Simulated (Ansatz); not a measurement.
Runs of Ansatz 0.2.0 on AlV2C. Symmetry: P6_3/mmc, No. 194, hexagonal system. Conventional cell: a = 2.888 Å, b = 2.888 Å, c = 13.105 Å, α = 90.00°, β = 90.00°, γ = 120.00°. V (site symmetry 3m) has 3 C at 2.02 Å as nearest neighbours. Al (site symmetry -6m2) has 6 V at 2.72 Å and 6 Al at 2.89 Å as nearest neighbours. Around C (site symmetry -3m) lie 6 V at 2.02 Å. The cell comes from a database or a generator and needn't be the stable form of this composition.

```csv
level,cutoff (eV),gap on the mesh (eV),pressure (GPa),moment (μB),relaxed volume (Å³/atom)
BLYP,420,none,0.0,0.00,12.40
LDA,420,none,0.0,0.00,11.39
r2SCAN,500,none,0.0,0.00,(a)
revPBE,420,none,0.0,0.00,(b)
PBEsol,420,none,0.0,0.00,11.67
```

Alike in all rows: task relaxation of cell and atoms; potentials or basis Ansatz PAW; spin collinear, ferromagnetic start; cell relaxed; k mesh 11 × 11 × 2; smearing fermi-dirac 0.05 eV.

Task: Estimate the missing entries.

Result: (a) 11.81; (b) 12.17.

Caveats: the plane-wave basis is chosen anew once the cell has moved, so the energies of steps on either side of that aren't comparable; the PAW data sets come from PBE, with cores solved anew for the run's functional, which leaves a small shift of forces and pressure; the starting moments weren't kept; the magnetic or orbital state may not be the lowest (some runs).

A gap of «none» marks a metal or a gap under the smearing width.

Runs at the PBE level aren't shown here.
